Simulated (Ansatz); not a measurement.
# ZrN+ (quintet): from Hartree-Fock to the top rungs, def2-TZVPP

An exercise on one series of results from a longer session: the logs are not shown, and one member is left open.

Method: def2-TZVPP, core rule «outside noble gas», up to 5 orbitals frozen; program: Ansatz 0.2.0, Gaussian basis.

The runs, in order: UHF; ROHF; CCSD(T) on UHF.

## The system

The geometry is a PBE0/def2-TZVP stationary point (not a proven minimum) of the parent state, kept for this charge and spin. No spin-orbit coupling is included. Elements past krypton take def2 core potentials.

2 atoms, charge 1, spin multiplicity 5.

Atoms are counted from 1 here; the program's logs count them from 0.

Bond lengths: Zr1–N2 1.771 Å.

Set-up of the first run:

in.yaml reads:

```yaml
crystal:
  periodic: [false, false, false]
  atoms:
    - {symbol: Zr, position_ang: [0.000000, 0.000000, 0.000000]}
    - {symbol: N, position_ang: [0.000000, 0.000000, 1.771293]}
basis:
  gaussian: {orbitals: def2-TZVPP}
total_charge: 1
magnetization: {spin_polarized: true, initial_magnetization: 4}
hamiltonian: {xc: hf}
output: {orbitals: {seedname: orbitals}}
```

Started as:

```bash
$ ansatz run in.yaml --threads 1 --pin off --events-out ev --progress --plain --max-ram 2816MiB --backend cpu
```

Among the steps run: UHF; ROHF; CCSD(T) on UHF.

One table of the session follows, with a row left open; its other results are not shown here.

| method | from UCCSD(T) (meV) |
| --- | --- |
| ROHF | ? |
| UHF | +5334.4 |
| UMP2 | +735.5 |
| UCCSD | +235.7 |
| UCCSD(T) | 0 |

**Question.** Estimate the row for ROHF.

As computed: from UCCSD(T) (meV): +5573.9. In the column «from UCCSD(T) (meV)» it is the highest.
